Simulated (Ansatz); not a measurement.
## CsLiCr2Te2S3 under changes of volume

One of the cells (29.298 Å³/atom); the others are scaled copies at fixed shape and fractional positions:

```
Cs Li Cr Te S
1.0
     3.42162   -5.18069    0.00784
     3.42162    5.18069    0.00784
    -2.90411    0.00000    7.43093
Cs Li Cr Te S
1 1 2 2 3
Direct
  0.09374 0.09374 0.00853
  0.58875 0.58875 0.55336
  0.05646 0.46755 0.55790
  0.46755 0.05646 0.55790
  0.56486 0.87357 0.29035
  0.87357 0.56486 0.29035
  0.81151 0.39697 0.73347
  0.39697 0.81151 0.73347
  0.21404 0.21404 0.48371
```

The cell was built by a generator and needn't be a form met in nature.

* Program: Ansatz 0.2.0
* Functional: PBE
* Potentials or basis: Ansatz PAW
* Cutoff: 420 eV (not typed: the program's choice for these potentials)
* k mesh: 5 × 5 × 4
* Occupations: fermi-dirac, width 0.05 eV
* Spin: collinear spin, ferromagnetic start
* Starting moments: [0.0, 0.0, 3.0, 3.0, 0.0, 0.0, 0.0, 0.0, 0.0] μB

```csv
volume (Å³/atom),energy over the lowest point (meV/atom),pressure (GPa),moment (μB per cell),largest force (eV/Å)
27.540,13.99,2.7,4.00,0.619
28.126,5.93,1.7,4.00,0.396
28.712,1.39,0.8,4.01,0.191
29.298,0.00,0.0,4.01,0.016
29.884,1.43,-0.7,4.02,0.176
30.470,5.38,-1.4,4.02,0.339
31.056,?,?,?,?
```

Task: What does the run at 31.056 Å³/atom give?

Result: Energy over the lowest point 11.58 meV/atom; pressure -2.0 GPa; moment 4.03 μB per cell; largest force 0.489 eV/Å.

Worked out: A Birch-Murnaghan fit of order 3 (a polynomial in V^(-2/3)) to the other rows has its minimum at 29.28 Å³/atom with B0 = V·E''(V) = 39 GPa and B' = 4.5 at fixed shape and positions, which overstates the stiffness. It gives 11.59 meV/atom at 31.056 Å³/atom, against the run's 11.58, and -dE/dV = -2.0 GPa, against -2.0. A straight line through the other rows of the moment, of slope 0.0078 μB per Å³/atom, extrapolates to 4.03 μB, against the run's 4.03.

Energies are extrapolated to zero smearing.

Caveats: only a ferromagnetic start was run, and an antiferromagnetic order may lie lower in energy.
